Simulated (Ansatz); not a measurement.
# CH2ClIOSi: basis-set convergence

The task here is to estimate one member of a computed series from the others.

Method: one geometry, several basis sets; program: Ansatz 0.2.0, Gaussian basis.

The runs, in order: PBE0-D4/def2-SVP; ωB97M-V/def2-SVP; PBE0-D4/def2-QZVPP; ωB97M-V/def2-QZVPP; the functionals' def2-TZVPP values are taken from earlier runs.

## The geometry

The geometry comes from an earlier relaxation with PBE0-D4 in a triple-zeta def2 set; it is a stationary point, not always the lowest conformer. I takes the def2 core potential; no spin-orbit term is included.

SMILES `Cl[Si]1(I)CO1`, 7 atoms, charge 0, spin multiplicity 1.

Atoms are counted from 1 here; the program's logs count them from 0.

Bond lengths: Cl1–Si2 2.024 Å, Si2–I3 2.399 Å, Si2–C4 1.792 Å, Si2–O5 1.636 Å, C4–O5 1.503 Å, C4–H6 1.087 Å, C4–H7 1.087 Å. Angles: Cl1–Si2–I3 110.5°, Cl1–Si2–C4 122.5°, Cl1–Si2–O5 117.2°, I3–Si2–C4 124.0°, I3–Si2–O5 117.8°, C4–Si2–O5 51.8°, Si2–C4–O5 58.8°, Si2–C4–H6 121.8°, Si2–C4–H7 122.2°, O5–C4–H6 112.2°, O5–C4–H7 112.4°, H6–C4–H7 114.1°, Si2–O5–C4 69.4°.

The first run:

The input, in.yaml:

```yaml
crystal:
  periodic: [false, false, false]
  atoms:
    - {symbol: Cl, position_ang: [-1.720993, -1.802320, -0.427929]}
    - {symbol: Si, position_ang: [-0.045126, -0.739977, -0.029472]}
    - {symbol: I, position_ang: [1.633454, -2.152966, 0.940544]}
    - {symbol: C, position_ang: [-0.044670, 1.047104, 0.097145]}
    - {symbol: O, position_ang: [0.430815, 0.354167, -1.149018]}
    - {symbol: H, position_ang: [-0.943573, 1.634104, -0.075725]}
    - {symbol: H, position_ang: [0.751292, 1.591787, 0.598654]}
basis:
  gaussian: {orbitals: def2-SVP}
hamiltonian: {xc: pbe0, dispersion: d4}
output: {orbitals: {seedname: orbitals}}
```

Started as:

```bash
ansatz run in.yaml --threads 4 --pin off --events-out ev --progress --plain --max-ram 10444MiB
```

Steps of the session up to this table: PBE0-D4 in def2-SVP; ωB97M-V in def2-SVP; PBE0-D4 in def2-QZVPP; ωB97M-V in def2-QZVPP.

One table of the session follows, with a row left open; its other results are not shown here.

It belongs to the step «Density functionals: the series». 

```
functional       basis  HOMO (eV)
   PBE0-D4    def2-SVP          ?
   PBE0-D4  def2-TZVPP      -7.84
   PBE0-D4  def2-QZVPP      -7.87
   ωB97M-V    def2-SVP      -9.94
   ωB97M-V  def2-TZVPP     -10.00
   ωB97M-V  def2-QZVPP     -10.03
```

Q: Estimate the row for PBE0-D4, def2-SVP from the others.

The run gave: HOMO (eV): -7.81. In the column «HOMO (eV)» it is the highest.
